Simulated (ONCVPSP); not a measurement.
# Arsenic: generating and testing an ONCV potential

Task: generate the file, and judge it by its errors in other configurations, its logarithmic derivatives, its ghosts and its cutoff.

The numbers are computed with ONCVPSP 4.0.1 (LDA (Perdew-Wang 92), scalar-relativistic, spin-unpolarised reference atom).

## (1) Starting point

The settings as typed:

| Property | Result |
| --- | --- |
| element | arsenic (As, Z = 33) |
| type | optimised norm-conserving Vanderbilt (ONCV) |
| frozen core | [Ne] 3s2 |
| valence charge | 21 |
| reference configuration | 3p6 3d10 4s2 4p3 |
| partial waves | 4s: rc 1.40 bohr, ncon 4, nbas 9, qcut 4.7 1/bohr, 3 projectors, debl 0.5 Ha; 3p+4p: rc 1.25 bohr, ncon 4, nbas 7, qcut 8.8 1/bohr, 2 projectors; 3d: rc 0.65 bohr, ncon 4, nbas 9, qcut 28.3 1/bohr, local; f scattering state at 0.22 Ha: rc 1.45 bohr, ncon 5, nbas 9, qcut 8.8 1/bohr, 2 projectors, debl 3.6 Ha |
| local potential | the d channel |
| core correction | polynomial model core, fcfact 0.5 |

The nodes and maxima of the atom's own shells, from an earlier all-electron run, set the scale for the radii.

All-electron outer shells of the reference configuration (LDA (PZ), scalar-relativistic, ld1.x):

| shell | level (eV) | outermost node (bohr) | outermost maximum (bohr) |
| --- | --- | --- | --- |
| 2p | -1302.98 | – | 0.14 |
| 3s | -189.50 | 0.25 | 0.52 |
| 3p | -133.41 | 0.22 | 0.52 |
| 3d | -40.89 | – | 0.47 |
| 4s | -14.70 | 0.73 | 1.61 |
| 4p | -5.35 | 0.78 | 1.97 |

## (2) The generation run

Input file As.dat:

```
# ATOM AND REFERENCE CONFIGURATION
# atsym  z   nc   nv     iexc    psfile
  As 33.00    4    4  -001012      upf
#
#   n    l    f
    1    0    2.00
    2    0    2.00
    2    1    6.00
    3    0    2.00
    3    1    6.00
    3    2   10.00
    4    0    2.00
    4    1    3.00
#
# PSEUDOPOTENTIAL AND OPTIMIZATION
# lmax
    3
#
#   l,   rc,      ep,       ncon, nbas, qcut
    0    1.40    0.00    4    9    4.70
    1    1.25    0.00    4    7    8.80
    2    0.65    0.00    4    9   28.30
    3    1.45    0.22    5    9    8.80
#
# LOCAL POTENTIAL
# lloc, lpopt,  rc(5),   dvloc0
    2    5    0.65    0.00
#
# VANDERBILT-KLEINMAN-BYLANDER PROJECTORs
# l, nproj, debl
    0    3    0.50
    1    2    3.90
    2    0    2.80
    3    2    3.60
#
# MODEL CORE CHARGE
# icmod, fcfact, rcfact
    1    0.50    0.00
#
# LOG DERIVATIVE ANALYSIS
# epsh1, epsh2, depsh
   -6.00    5.00    0.04
#
# OUTPUT GRID
# rlmax, drl
    6.00    0.01
#
# TEST CONFIGURATIONS
# ncnf
    4
# nvcnf
#   n    l    f
    4
    3    1    6.00
    3    2   10.00
    4    0    2.00
    4    1    2.00
#
    4
    3    1    6.00
    3    2   10.00
    4    0    2.00
    4    1    1.00
#
    4
    3    1    6.00
    3    2   10.00
    4    0    2.00
    4    1    0.00
#
    4
    3    1    6.00
    3    2   10.00
    4    0    1.00
    4    1    4.00
#
```

Started as:

```console
$ oncvpsp.x < As.dat > As.out
```

**Question.** What will these runs give? Wanted: cutoffs for 1 and 0.1 mHa per electron, occupied waves; bound ghosts; GHOST(+) flags; largest test error; largest phase difference near zero energy, channels read; rms error of d²Exc/dn², without and with the model core; projector energies reset by the program.

**Answer**, as computed:

```
                                                quantity                                               value
  cutoffs for 1 and 0.1 mHa per electron, occupied waves                                   264 Ha and 303 Ha
                                            bound ghosts                    s at -946.72 eV, s at -171.54 eV
                                          GHOST(+) flags  s at 295 eV, s at 1301 eV, p at 859 eV, f at 83 eV
                            largest test error (AE − PS)                      -8.5 meV, for 3p6 3d10 4s2 4p0
largest phase difference near zero energy, channels read                                           0.001 rad
 rms error of d²Exc/dn², without and with the model core                                   3.43 and 0.47 mHa
                 projector energies reset by the program                          s: -0.540, 0.250, 0.750 Ha
```

What this shows: A bound ghost (s) makes it unfit for use: electrons can fall into a state that the atom doesn't have. By total energies transferability is good: the largest error is 8.5 meV on 55.5 eV, for 3p6 3d10 4s2 4p0. Atomic tests can pass in spite of a ghost, since they solve only for the levels asked. It counts as very hard, with 264 Ha needed at the looser tolerance. At the looser tolerance the 3d wave is the slowest; 3p needs 50 Ha. Near zero energy the phases of the channels with partial waves agree within 0.001 rad. The program also flags highly localised states, GHOST(+) (s, p, f). These are tests on the free atom; a crystal test is still owed.
